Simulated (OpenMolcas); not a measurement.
# Tc⁵⁺ among point charges: CASSCF and CASPT2 levels and susceptibility

Aim: the splitting of the states of Tc⁵⁺ in the field of 3 point charges, its lowest levels with spin-orbit coupling and its magnetic susceptibility.

Program: OpenMolcas 26.06. Level of theory: state-averaged CASSCF and CASPT2, spin-orbit coupling by RASSI with atomic mean-field integrals. These are calculated values, not measurements, unless marked.

## (1) The atom as given

| Property | Result |
| --- | --- |
| Species | Tc⁵⁺ (technetium, Z = 43, 38 electrons) |
| Basis | ANO-RCC-VDZP [6s5p3d1f], 43 functions |
| Scalar Hamiltonian | DKH2, point nucleus |
| Inactive shells | 1s 2s 2p 3s 3p 3d 4s 4p |
| Active space | 2 electrons in 5 orbitals (4d) |
| Some configurations of this space | 4d2 |
| Orbitals | optimised for each spin and parity, averaged over all roots |

Outer shells as boxes (Hund's rule):

4d2
```
4d [↑ ][↑ ][  ][  ][  ]
```

The ion sits among 3 point charges of -1 e arranged as a planar triangle (D3h), 2.18 Å from the ion.

Each step is its own input file, run in one work folder so that later steps find the files of earlier ones. Labels, J, g values, rates, χT and fits are worked out afterwards by a script from the matrices that RASSI stores.

## (2) GATEWAY and SEWARD: basis and integrals

Contents of a.inp:

```
&GATEWAY
Coord
1

Tc 0.0 0.0 0.0
Basis=ANO-RCC-VDZP
Group=NoSym
NoMove
AngMom=0.0 0.0 0.0
AMFI
XField
3 Angstrom 0
2.180000 0.000000 0.000000 -1.000000
-1.090000 1.887935 0.000000 -1.000000
-1.090000 -1.887935 0.000000 -1.000000
&SEWARD
```

The run is started by

```bash
$ OMP_NUM_THREADS=1 MOLCAS_MEM=1689 MOLCAS_PROJECT=a pymolcas a.inp > a.log
```

## (3) CASSCF: triplets, 10 roots

Contents of a.inp:

```
&RASSCF
FileOrb=start.orb
Symmetry=1
Spin=3
nActEl=2 0 0
Inactive=18
Ras2=5
CIRoot=10 10 1
SDav=10
CIMx=300
Iter=120 100
PrWF=0.3
OrbListing=Nothing
MaxOrb=0
>>> COPY $Project.JobIph JOB001
```

start.orb holds the contracted functions of the basis, ordered by shell, or the orbitals of the step before.

## (4) Reference wave functions, singlets, 15 roots

Contents of a.inp:

```
&RASSCF
FileOrb=start.orb
Symmetry=1
Spin=1
nActEl=2 0 0
Inactive=18
Ras2=5
CIRoot=15 15 1
SDav=15
CIMx=300
Iter=120 100
PrWF=0.3
OrbListing=Nothing
MaxOrb=0
>>> COPY $Project.JobIph JOB002
```

## (5) RASSI: spin-orbit coupling between the states

Contents of a.inp:

```
&RASSI
NrOfJobIphs=2 10 15
1 2 3 4 5 6 7 8 9 10
1 2 3 4 5 6 7 8 9 10 11 12 13 14 15
IphNames
JOB001
JOB002
EJob
SpinOrbit
DIPRint=1.0
SOCoupling=1000.0
Subsets=2
Property=9
'ANGMOM' 1 'ANGMOM' 2 'ANGMOM' 3 'MLTPL  1' 1 'MLTPL  1' 2 'MLTPL  1' 3
'AMFI' 1 'AMFI' 2 'AMFI' 3
SOProperty=3
'ANGMOM' 1 'ANGMOM' 2 'ANGMOM' 3
```

## (6) CASPT2: IPEA 0.25, imaginary shift 0.1 (closed shells correlated: 4s 4p)

Contents of a.inp:

```
>>> COPY JOB001 $Project.JobIph
&CASPT2
Multistate=10 1 2 3 4 5 6 7 8 9 10
NoMult
Frozen=14
IPEA=0.25
Imaginary=0.1
MaxIter=60
WThr=0.0 0.3 0.05
PrWF=0.5
NoMix
>>> COPY JOB002 $Project.JobIph
&CASPT2
Multistate=15 1 2 3 4 5 6 7 8 9 10 11 12 13 14 15
NoMult
Frozen=14
IPEA=0.25
Imaginary=0.1
MaxIter=60
WThr=0.0 0.3 0.05
PrWF=0.5
NoMix
```

(Steps that only read results are left out.)

Q: Predict the outcome of this session. Wanted: spin-free ground state; first state of the same spin within the active space; lowest level; next level.

The runs gave:

| quantity | value |
| --- | --- |
| method | SS-CASPT2, IPEA 0.25, imaginary shift 0.1 (closed shells correlated: 4s 4p) |
| spin-free ground state | 3A2, 1-fold in its orbital part |
| first state of the same spin within the active space | 3E at 476 cm⁻¹ |
| lowest level | 1-fold A1 |
| next level | 635.5 cm⁻¹ |
| χT at 300 K | 0.15 cm³ K/mol |
| effective moment at 300 K | 1.09 μB |

Cost by method:

| method | time of its own steps | time with the reference |
| --- | --- | --- |
| A. CASSCF | 5 s | 5 s |
| B. SS-CASPT2, IPEA 0.25, imaginary shift 0.1, +4s 4p | 2.3 s | 7.3 s |

Times are of one thread on a shared host.

In words: The spin-free ground state (3A2) comes to 97 % from free-ion F terms and keeps the highest spin of the shell. χT at 300 K is 0.15, against 1.00 cm³ K/mol for the spin alone, so spin-orbit coupling lowers it. CASPT2 does not keep the components of a term degenerate, and the means are used. The field of point charges can differ much from that of real complexes. Point charges carry no covalency, so the field is a model and not that of real ligands.
